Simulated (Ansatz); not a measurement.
# C₂H₃FGaN: small, medium and large basis sets

The task here is to estimate one member of a computed series from the others.

Computed with Ansatz 0.2.0, Gaussian basis. Level: one geometry, several basis sets.

The runs, in order: PBE0-D4/def2-SVP; ωB97M-V/def2-SVP; PBE0-D4/def2-QZVPP; ωB97M-V/def2-QZVPP; the functionals' def2-TZVPP values are taken from earlier runs.

### The geometry

All runs share one geometry, relaxed beforehand with PBE0-D4 in a triple-zeta def2 set.

SMILES `F[CH]1N=[CH][GaH]1`, 8 atoms, charge 0, spin multiplicity 1.

Atoms are counted from 1 here; the program's logs count them from 0.

Bond lengths: F1–C2 1.370 Å, C2–N3 1.456 Å, C2–Ga5 2.045 Å, C2–H6 1.093 Å, N3–C4 1.281 Å, C4–Ga5 1.992 Å, C4–H7 1.091 Å, Ga5–H8 1.568 Å. Angles: F1–C2–N3 111.4°, F1–C2–Ga5 120.1°, F1–C2–H6 107.7°, N3–C2–Ga5 87.3°, N3–C2–H6 109.0°, Ga5–C2–H6 119.0°, C2–N3–C4 109.0°, N3–C4–Ga5 94.6°, N3–C4–H7 119.1°, Ga5–C4–H7 145.9°, C2–Ga5–C4 67.1°, C2–Ga5–H8 145.6°, C4–Ga5–H8 141.7°.

Set-up of the first run:

Input file in.yaml:

```yaml
crystal:
  periodic: [false, false, false]
  atoms:
    - {symbol: F, position_ang: [-2.111061, -0.029019, 0.445446]}
    - {symbol: C, position_ang: [-0.832995, 0.462913, 0.394817]}
    - {symbol: N, position_ang: [0.096107, -0.395752, 1.114744]}
    - {symbol: C, position_ang: [1.138612, -0.581032, 0.393572]}
    - {symbol: Ga, position_ang: [0.319352, 0.153997, -1.266324]}
    - {symbol: H, position_ang: [-0.838365, 1.451691, 0.860580]}
    - {symbol: H, position_ang: [1.997726, -1.096061, 0.825366]}
    - {symbol: H, position_ang: [0.322825, -0.023937, -2.824001]}
basis:
  gaussian: {orbitals: def2-SVP}
hamiltonian: {xc: pbe0, dispersion: d4}
output: {orbitals: {seedname: orbitals}}
```

Among the steps run: PBE0-D4 in def2-SVP; ωB97M-V in def2-SVP; PBE0-D4 in def2-QZVPP; ωB97M-V in def2-QZVPP.

One table of the session follows, with a row left open; its other results are not shown here.

It belongs to the step «Density functionals: the series». 

```
functional       basis  HOMO (eV)  LUMO (eV)
   PBE0-D4    def2-SVP      -6.71      -2.04
   PBE0-D4  def2-TZVPP      -6.80      -2.10
   PBE0-D4  def2-QZVPP      -6.83      -2.14
   ωB97M-V    def2-SVP          ?          ?
   ωB97M-V  def2-TZVPP      -8.96      -0.31
   ωB97M-V  def2-QZVPP      -9.00      -0.46
```

Q: Estimate the row for ωB97M-V, def2-SVP from the others.

The run gave: HOMO (eV): -8.85; LUMO (eV): -0.23. In the column «HOMO (eV)» it lies between ωB97M-V, def2-TZVPP (-8.96) and PBE0-D4, def2-QZVPP (-6.83).
